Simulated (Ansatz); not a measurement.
**Si2H5OF (SMILES O[SiH](F)[SiH3]): revPBE/6-31G(d) (spherical functions)**

What is the electronic atomisation energy of Si2H5OF at revPBE/6-31G* (spherical functions)? 

Program for the calculation: Ansatz 0.2.0.

75 further runs of the same task are left out: 75 set aside as unsound or not needed.

### Step 1. The system as given

Si2H5OF: 9 atoms, total charge 0, spin state singlet. As SMILES, `O[SiH](F)[SiH3]`. Geometry: relaxed at PBE0-D4/def2-TZVP. This is one conformer, not always the lowest.

Bond lengths: O1–Si2 1.636 Å, Si2–F3 1.603 Å, Si2–Si4 2.339 Å, O1–H5 0.959 Å, Si2–H6 1.488 Å, Si4–H7 1.487 Å, Si4–H8 1.487 Å, Si4–H9 1.486 Å. Some angles: O1–Si2–F3 110.2°, O1–Si2–Si4 106.9°, F3–Si2–Si4 109.3°, O1–Si2–H6 110.6°, F3–Si2–H6 105.0°, Si4–Si2–H6 114.9°, Si2–O1–H5 118.9°, Si2–Si4–H7 109.6°, Si2–Si4–H8 109.5°, Si2–Si4–H9 110.3°.

### Step 2. The energy at revPBE/6-31G(d) (spherical functions)

File molecule.yaml:

```yaml
crystal:
  periodic: [false, false, false]
  atoms:
    - symbol: O
      position_ang: [-0.392500, -0.610800, 1.768100]
    - symbol: Si
      position_ang: [-0.831500, -0.160600, 0.257700]
    - symbol: F
      position_ang: [-1.775600, 1.133800, 0.319400]
    - symbol: Si
      position_ang: [1.135000, 0.371100, -0.891700]
    - symbol: H
      position_ang: [-1.050500, -1.005600, 2.343000]
    - symbol: H
      position_ang: [-1.664600, -1.215400, -0.380600]
    - symbol: H
      position_ang: [0.798700, 0.860600, -2.255200]
    - symbol: H
      position_ang: [1.981700, -0.845200, -1.013900]
    - symbol: H
      position_ang: [1.887800, 1.425600, -0.163800]
basis:
  gaussian:
    orbitals: 6-31G_st_-spherical.json
accuracy: high
output: {orbitals: {seedname: orbitals}}
hamiltonian:
  xc: {name: revPBE}
```

The basis set 6-31G* is read from a file made from the Basis Set Exchange's data (not shown).

Launch:

```console
$ ansatz run molecule.yaml --threads 1 --pin off --max-ram 3480MiB --events-out events.jsonl --progress --plain --runs-dir runs
```

The program printed:

```text
Warning: RAYON_NUM_THREADS=1 ignored (pool sized by the plan → 1); use --threads N
Functional definition: revPBE
  name "revPBE"
  parameter kappa = 1.245
  parameter beta = 0.06672455060314922
  exchange = pbe_x(kappa = kappa, mu = beta*pi^2/3)
  correlation = pbe_c(beta = beta)
1651 factors; integrals over basis functions are off by at most 5.1e-9 eV
mean field evaluation 1: about -20590.8715 eV, gradient 5.8e1 eV
mean field evaluation 2: about -20568.0938 eV, gradient 1.2e2 eV
mean field evaluation 4: about -20596.5213 eV, gradient 9.4e0 eV
mean field evaluation 8: about -20596.6470 eV, gradient 3.6e-1 eV
mean field evaluation 16: about -20596.6474 eV, gradient 3.4e-5 eV
mean field -20596.64737894 eV, -756.9128302672 hartree, gradient 3.4e-8 eV, S^2 0.000000; 0 other end points of the search recorded, 0 dependent functions left out
reference -20596.64738406 eV, -756.9128304552 hartree; 25, 25 occupied and 49, 49 virtual orbitals, 1651 factors
Total energy: -20596.64738406 eV, -756.9128304552 hartree
```

Wall time 3.6 s (1 thread of Intel Xeon 6975P-C (Granite Rapids), shared host); peak memory 0.21 GiB.

### Step 3. The F atom

File molecule.yaml:

```yaml
crystal:
  periodic: [false, false, false]
  atoms:
    - {symbol: F, position_ang: [0.000000, 0.000000, 0.000000]}
basis:
  gaussian: {orbitals: 6-31G_st_-spherical.json}
magnetization: {spin_polarized: true, initial_magnetization: 1}
hamiltonian: {xc: {name: revPBE}}
accuracy: high
```

The basis set 6-31G* is read from a file made from the Basis Set Exchange's data (not shown).

Run the same way, it converges to -99.67861 Eh (log not shown).

### Step 4. The H atom at the same level

File input.yaml:

```yaml
crystal:
  periodic: [false, false, false]
  atoms:
    - {symbol: H, position_ang: [0.000000, 0.000000, 0.000000]}
basis:
  gaussian:
    orbitals: "6-31G*"
magnetization:
  spin_polarized: true
  initial_magnetization: 1
hamiltonian:
  xc: {name: revPBE}
accuracy: high
```

Launch:

```console
$ ansatz run input.yaml --threads 1 --pin off --max-ram 3480MiB --events-out events.jsonl --progress --plain --runs-dir runs
```

The program printed:

```text
Warning: RAYON_NUM_THREADS=1 ignored (pool sized by the plan → 1); use --threads N
Functional definition: revPBE
  name "revPBE"
  parameter kappa = 1.245
  parameter beta = 0.06672455060314922
  exchange = pbe_x(kappa = kappa, mu = beta*pi^2/3)
  correlation = pbe_c(beta = beta)
3 factors; integrals over basis functions are off by at most 5.4e-10 eV
mean field evaluation 1: about -13.6592 eV, gradient 1.3e-1 eV
mean field evaluation 2: about -13.6582 eV, gradient 1.5e-1 eV
mean field evaluation 4: about -13.6584 eV, gradient 9.0e-7 eV
mean field evaluation 8: about -13.6584 eV, gradient 5.2e-10 eV
mean field -13.65837642 eV, -0.5019360756 hartree, gradient 3.5e-9 eV, S^2 0.750000; 0 other end points of the search recorded, 0 dependent functions left out
reference -13.65837845 eV, -0.5019361500 hartree; 1, 0 occupied and 1, 2 virtual orbitals, 3 factors
Total energy: -13.65837845 eV, -0.5019361500 hartree
```

Wall time 0.08 s (1 thread of Intel Xeon 6975P-C (Granite Rapids), shared host).

### Step 5. The O atom

File input.yaml:

```yaml
crystal:
  periodic: [false, false, false]
  atoms:
    - {symbol: O, position_ang: [0.000000, 0.000000, 0.000000]}
basis:
  gaussian: {orbitals: 6-31G_st_-spherical.json}
magnetization: {spin_polarized: true, initial_magnetization: 2}
hamiltonian: {xc: {name: revPBE}}
accuracy: high
```

The basis set 6-31G* is read from a file made from the Basis Set Exchange's data (not shown).

Run the same way, it converges to -75.03431 Eh (log not shown).

### Step 6. The Si atom

File in.yaml:

```yaml
crystal:
  periodic: [false, false, false]
  atoms:
    - {symbol: Si, position_ang: [0.000000, 0.000000, 0.000000]}
basis:
  gaussian:
    orbitals: 6-31G_st_-spherical.json
total_charge: 0
magnetization:
  spin_polarized: true
  initial_magnetization: 2
hamiltonian:
  xc: {name: revPBE}
accuracy: high
```

The basis set 6-31G* is read from a file made from the Basis Set Exchange's data (not shown).

Run the same way, it converges to -289.29303 Eh (log not shown).

### Step 7. What came out

At revPBE/6-31G* (spherical functions):

| quantity | value |
| --- | --- |
| molecule: total energy | -756.91283 Eh |
| molecule: HOMO energy | -6.85 eV |
| molecule: LUMO energy | -0.45 eV |
| molecule: HOMO–LUMO gap | 6.39 eV |
| F atom: total energy | -99.67861 Eh |
| F atom: ⟨S²⟩ | 0.751 |
| H atom: total energy | -0.50194 Eh |
| H atom: ⟨S²⟩ | 0.750 |
| O atom: total energy | -75.03431 Eh |
| O atom: ⟨S²⟩ | 2.002 |
| Si atom: total energy | -289.29303 Eh |
| Si atom: ⟨S²⟩ | 2.002 |
| electronic atomisation energy | 30.046 eV |

Taking the molecule apart into free atoms costs 30.05 eV (2899 kJ/mol), before zero-point energy and without spin-orbit coupling.
